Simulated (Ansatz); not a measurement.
# Co (Cobalt): the cost of one run

Method: DFT PBE, with the methods named in each step, in Ansatz 0.2.0.

## Step 1: Starting point

The structure is hexagonal, space group P6_3/mmc (No. 194). The conventional cell has a = 2.507 Å, b = 2.507 Å, c = 4.070 Å, α = 90.00°, β = 90.00°, γ = 120.00°. Co (site symmetry -6m2) is surrounded by 12 Co at 2.50 to 2.51 Å.

Structure file:

```cif
data_structure
_symmetry_space_group_name_H-M 'P 1'
_symmetry_Int_Tables_number 1
_cell_length_a 2.5074
_cell_length_b 2.5074
_cell_length_c 4.0699
_cell_angle_alpha 90.000
_cell_angle_beta 90.000
_cell_angle_gamma 120.000
_cell_volume 22.16
loop_
_atom_site_label
_atom_site_type_symbol
_atom_site_fract_x
_atom_site_fract_y
_atom_site_fract_z
_atom_site_occupancy
Co1 Co 0.33333 0.66667 0.25000 1
Co2 Co 0.66667 0.33333 0.75000 1
```

Atoms are numbered in the order of the input: Co1, Co2.

## Step 2: Free moments, LAPW

input.yaml

```yaml
crystal:
  lattice:
    - [2.5074, 0.0, 0.0]
    - [-1.2537, 2.1714720974, 0.0]
    - [0.0, 0.0, 4.0699]
  atoms:
    - { symbol: Co, position: [0.3333333333, 0.6666666667, 0.25], spin: 2.0 }
    - { symbol: Co, position: [0.6666666667, 0.3333333333, 0.75], spin: 2.0 }
magnetization:
  spin_polarized: true
kpoints:
  mp_grid: { grid: [15, 15, 8] }
scf:
  occupations: { method: fermi_dirac, width: 0.08 }
  lower_state_search: "off"
hamiltonian:
  xc: pbe
  pseudopotentials: { kind: all_electron, lapw: { basis_error: 0.001 } }
output:
  forces: true
  stress: true
  eigenvalues: false
  populations: true
```

Run with:

```console
ansatz run input.yaml --threads 1 --pin off --max-ram 3072MiB --backend cpu --events-out ev --progress --plain --runs-dir out
```

Q: Estimate wall time and peak memory on 1 thread of Intel Xeon Platinum 8275CL at 3.00GHz (Skylake/Cascade Lake), shared host.

About 60 s, with a peak of 0.68 GiB.
